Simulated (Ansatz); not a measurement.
# GeSb4Te4: the cost of one run

Program: Ansatz 0.2.0. Level of theory: DFT PBE, scalar-relativistic, plane waves, PAW. These are calculated values, not measurements.

## 1. The system as given

Symmetry: P-3m1, No. 164, trigonal system. Conventional cell: a = 4.334 Å, b = 4.334 Å, c = 17.367 Å, α = 90.00°, β = 90.00°, γ = 120.00°. Ge (site symmetry -3m) has 6 Te at 3.03 Å in its first shell of neighbours. Sb (site symmetry 3m) has 3 Sb at 2.94 Å in its first shell of neighbours. Sb (site symmetry 3m) has 6 Te at 3.03 to 3.21 Å in its first shell of neighbours. Te (site symmetry 3m) has 3 Ge at 3.03 Å and 3 Sb at 3.21 Å in its first shell of neighbours. Te (site symmetry 3m) has 3 Sb at 3.03 Å in its first shell of neighbours.

Coordinates:

```
CELL_PARAMETERS angstrom
8.66850 0.00000 0.00000
-4.33425 7.50714 0.00000
0.00000 0.00000 17.36732
ATOMIC_POSITIONS crystal
Ge 0.00000 0.00000 0.00000
Ge 0.00000 0.50000 0.00000
Ge 0.50000 0.00000 0.00000
Ge 0.50000 0.50000 0.00000
Sb 0.16667 0.33333 0.54452
Sb 0.16667 0.83333 0.54452
Sb 0.66667 0.33333 0.54452
Sb 0.66667 0.83333 0.54452
Sb 0.33333 0.16667 0.45548
Sb 0.33333 0.66667 0.45548
Sb 0.83333 0.16667 0.45548
Sb 0.83333 0.66667 0.45548
Sb 0.33333 0.16667 0.78579
Sb 0.33333 0.66667 0.78579
Sb 0.83333 0.16667 0.78579
Sb 0.83333 0.66667 0.78579
Sb 0.16667 0.33333 0.21421
Sb 0.16667 0.83333 0.21421
Sb 0.66667 0.33333 0.21421
Sb 0.66667 0.83333 0.21421
Te 0.16667 0.33333 0.90180
Te 0.16667 0.83333 0.90180
Te 0.66667 0.33333 0.90180
Te 0.66667 0.83333 0.90180
Te 0.33333 0.16667 0.09820
Te 0.33333 0.66667 0.09820
Te 0.83333 0.16667 0.09820
Te 0.83333 0.66667 0.09820
Te 0.00000 0.00000 0.68722
Te 0.00000 0.50000 0.68722
Te 0.50000 0.00000 0.68722
Te 0.50000 0.50000 0.68722
Te 0.00000 0.00000 0.31278
Te 0.00000 0.50000 0.31278
Te 0.50000 0.00000 0.31278
Te 0.50000 0.50000 0.31278
```

The runs take a perfect supercell of 36 atoms; the defect goes to fractional position (0.167, 0.333, 0.544).

## 2. The perfect supercell

File input.yaml:

```yaml
crystal:
  lattice:
    - [8.668499, 0.0, 0.0]
    - [-4.334249, 7.50714, 0.0]
    - [0.0, 0.0, 17.367316]
  atoms:
    - { symbol: Ge, position: [0.0, 0.0, 0.0] }
    - { symbol: Ge, position: [0.0, 0.5, 0.0] }
    - { symbol: Ge, position: [0.5, 0.0, 0.0] }
    - { symbol: Ge, position: [0.5, 0.5, 0.0] }
    - { symbol: Sb, position: [0.166667, 0.333333, 0.54452] }
    - { symbol: Sb, position: [0.166667, 0.833333, 0.54452] }
    - { symbol: Sb, position: [0.666667, 0.333333, 0.54452] }
    - { symbol: Sb, position: [0.666667, 0.833333, 0.54452] }
    - { symbol: Sb, position: [0.333333, 0.166667, 0.45548] }
    - { symbol: Sb, position: [0.333333, 0.666667, 0.45548] }
    - { symbol: Sb, position: [0.833333, 0.166667, 0.45548] }
    - { symbol: Sb, position: [0.833333, 0.666667, 0.45548] }
    - { symbol: Sb, position: [0.333333, 0.166667, 0.78579] }
    - { symbol: Sb, position: [0.333333, 0.666667, 0.78579] }
    - { symbol: Sb, position: [0.833333, 0.166667, 0.78579] }
    - { symbol: Sb, position: [0.833333, 0.666667, 0.78579] }
    - { symbol: Sb, position: [0.166667, 0.333333, 0.21421] }
    - { symbol: Sb, position: [0.166667, 0.833333, 0.21421] }
    - { symbol: Sb, position: [0.666667, 0.333333, 0.21421] }
    - { symbol: Sb, position: [0.666667, 0.833333, 0.21421] }
    - { symbol: Te, position: [0.166667, 0.333333, 0.9018] }
    - { symbol: Te, position: [0.166667, 0.833333, 0.9018] }
    - { symbol: Te, position: [0.666667, 0.333333, 0.9018] }
    - { symbol: Te, position: [0.666667, 0.833333, 0.9018] }
    - { symbol: Te, position: [0.333333, 0.166667, 0.0982] }
    - { symbol: Te, position: [0.333333, 0.666667, 0.0982] }
    - { symbol: Te, position: [0.833333, 0.166667, 0.0982] }
    - { symbol: Te, position: [0.833333, 0.666667, 0.0982] }
    - { symbol: Te, position: [0.0, 0.0, 0.687221] }
    - { symbol: Te, position: [0.0, 0.5, 0.687221] }
    - { symbol: Te, position: [0.5, 0.0, 0.687221] }
    - { symbol: Te, position: [0.5, 0.5, 0.687221] }
    - { symbol: Te, position: [0.0, 0.0, 0.312779] }
    - { symbol: Te, position: [0.0, 0.5, 0.312779] }
    - { symbol: Te, position: [0.5, 0.0, 0.312779] }
    - { symbol: Te, position: [0.5, 0.5, 0.312779] }
basis:
  ecutwfc: 420
  fft_grid_basis: typed
kpoints:
  mp_grid: { grid: [3, 3, 1] }
hamiltonian:
  xc: pbe
  pseudopotentials: { kind: paw }
scf:
  occupations: { method: gaussian, width: 0.05 }
output:
  forces: true
  stress: false
  eigenvalues: true
  bader: false
  write_density: true
  volumetric_format: npy
```

Command:

```bash
ansatz run input.yaml --threads 8 --pin off --max-ram 16384MiB --backend cpu --events-out ev --progress --plain --runs-dir out
```

Q: Estimate wall time and peak memory on 8 threads of Arm Neoverse V1, shared host.

About 15 s, with a peak of 4.9 GiB.
